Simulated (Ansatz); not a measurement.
# Potassium, dhcp under PBEsol: ground state and equation of state

What does PBEsol give for potassium in the dhcp structure? We relax it, solve it on a dense k-mesh, then scale the cell to 7 volumes from 88 to 112 % of the relaxed one and try a fit of the equation of state. Spin polarisation is left out. The k-meshes are 8×8×2 for the relaxation; 10×10×3 for the dense run; 9×9×3 for the volumes.

Computed with Ansatz 0.2.0 (DFT PBEsol, plane waves (420 eV) with PAW, scalar-relativistic; the PAW data stem from PBE, with regenerated cores, unless a step says otherwise).

## Step 1: The system as given

Symmetry: P6_3/mmc, No. 194, hexagonal system. The conventional cell has a = 4.655 Å, b = 4.655 Å, c = 15.203 Å, α = 90.00°, β = 90.00°, γ = 120.00°.

As a file:

```
CELL_PARAMETERS angstrom
4.65494 0.00000 0.00000
-2.32747 4.03130 0.00000
0.00000 0.00000 15.20303
ATOMIC_POSITIONS crystal
K 0.00000 0.00000 0.00000
K 0.00000 0.00000 0.50000
K 0.33333 0.66667 0.25000
K 0.66667 0.33333 0.75000
```

## Step 2: Geometry optimisation

Contents of input.yaml:

```yaml
crystal:
  lattice:
    - [4.6549393048, 0.0, 0.0]
    - [-2.3274696524, 4.031295691, 0.0]
    - [0.0, 0.0, 15.2030317694]
  atoms:
    - { symbol: K, position: [0.0, 0.0, 0.0] }
    - { symbol: K, position: [0.0, 0.0, 0.5] }
    - { symbol: K, position: [0.3333333333, 0.6666666667, 0.25] }
    - { symbol: K, position: [0.6666666667, 0.3333333333, 0.75] }
hamiltonian:
  xc: pbesol
  pseudopotentials:
    kind: paw
    azcp:
      K: "pseudopotentials/K.paw.azcp"
basis:
  ecutwfc: 420
  fft_grid_basis: typed
kpoints:
  mp_grid: { grid: [8, 8, 2], shift: [0, 0, 0] }
magnetization:
  spin_polarized: false
scf:
  occupations: { method: fermi_dirac, width: 0.1 }
relax:
  max_steps: 60
  f_tol: 0.01
  cell: {}
```

After this run come: The energy on a finer k-mesh; Volume × 0.88; Volume × 0.92; Volume × 0.96; Volume × 1.0; Volume × 1.04; Volume × 1.08; Volume × 1.12.

What does the calculation give? Wanted: space group; conventional cell; volume; shortest distance; gap on the mesh; relative to bcc; V₀, B₀, B₀′.

The runs gave:

| quantity | value |
| --- | --- |
| space group (spins left aside) | P6_3/mmc (No. 194) |
| conventional cell | a = 4.655 Å, c = 15.203 Å (c/a = 3.266) |
| volume | 71.323 Å³/atom |
| shortest distance | 4.655 Å |
| gap on the mesh | none (levels filled in part) |
| relative to bcc | -1 meV/atom |
| V₀, B₀, B₀′ | 71.089 Å³/atom, 3.7 GPa, 3.7 |

In words: The relaxation shrank the cell by 0.0 % in volume. Against the reference form of potassium (bcc, computed apart with the same settings) it stands 1 meV/atom lower, within what mesh and smearing can decide. Levels at the Fermi energy are filled in part, as in a metal. The fitted modulus is 3.7 GPa, a soft solid; letting shape and positions relax at each volume could only lower it. The symmetry was held, so the structure may be unstable against distortions that break it.
